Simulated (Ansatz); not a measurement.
# BF2GaH2: basis-set convergence

One table from this session's results is given with a row withheld; the runs are named, their logs left out.

Method: one geometry, several basis sets; program: Ansatz 0.2.0, Gaussian basis.

Levels to be run: PBE0-D4/def2-SVP; ωB97M-V/def2-SVP; PBE0-D4/def2-QZVPP; ωB97M-V/def2-QZVPP; the functionals' def2-TZVPP values are taken from earlier runs.

## The geometry

All runs share one geometry, relaxed beforehand with PBE0-D4 in a triple-zeta def2 set.

SMILES `F[BH][GaH][F]`, 6 atoms, charge 0, spin multiplicity 1.

Atoms are counted from 1 here; the program's logs count them from 0.

Bond lengths: F1–B2 1.320 Å, B2–Ga3 2.119 Å, B2–H5 1.203 Å, Ga3–F4 1.769 Å, Ga3–H6 1.565 Å. Angles: F1–B2–Ga3 119.6°, F1–B2–H5 116.2°, Ga3–B2–H5 124.3°, B2–Ga3–F4 112.4°, B2–Ga3–H6 135.8°, F4–Ga3–H6 111.7°.

The first run:

File in.yaml:

```yaml
crystal:
  periodic: [false, false, false]
  atoms:
    - {symbol: F, position_ang: [1.026557, -1.493482, -1.136440]}
    - {symbol: B, position_ang: [0.899114, -0.264336, -0.672525]}
    - {symbol: Ga, position_ang: [-0.657351, 0.181538, 0.694213]}
    - {symbol: F, position_ang: [-2.064762, 0.903608, -0.097856]}
    - {symbol: H, position_ang: [1.697578, 0.540366, -1.075537]}
    - {symbol: H, position_ang: [-0.859136, 0.068304, 2.241846]}
basis:
  gaussian: {orbitals: def2-SVP}
hamiltonian: {xc: pbe0, dispersion: d4}
output: {orbitals: {seedname: orbitals}}
```

Started as:

```
$ ansatz run in.yaml --threads 2 --pin off --events-out ev --progress --plain --max-ram 4352MiB
```

Among the steps run: PBE0-D4 in def2-SVP; ωB97M-V in def2-SVP; PBE0-D4 in def2-QZVPP; ωB97M-V in def2-QZVPP.

One of the session's tables, all rows but one given; the rest of the session is left out.

It belongs to the step «Functionals by basis». 

| functional | basis | HOMO (eV) | LUMO (eV) |
| --- | --- | --- | --- |
| PBE0-D4 | def2-SVP | -7.78 | -1.94 |
| PBE0-D4 | def2-TZVPP | -7.87 | -2.06 |
| PBE0-D4 | def2-QZVPP | ? | ? |
| ωB97M-V | def2-SVP | -9.89 | 0.06 |
| ωB97M-V | def2-TZVPP | -10.01 | -0.14 |
| ωB97M-V | def2-QZVPP | -10.05 | -0.26 |

Estimate the missing values for PBE0-D4, def2-QZVPP.

The run gave: HOMO (eV): -7.89; LUMO (eV): -2.10. In the column «HOMO (eV)» it lies between ωB97M-V, def2-SVP (-9.89) and PBE0-D4, def2-TZVPP (-7.87).
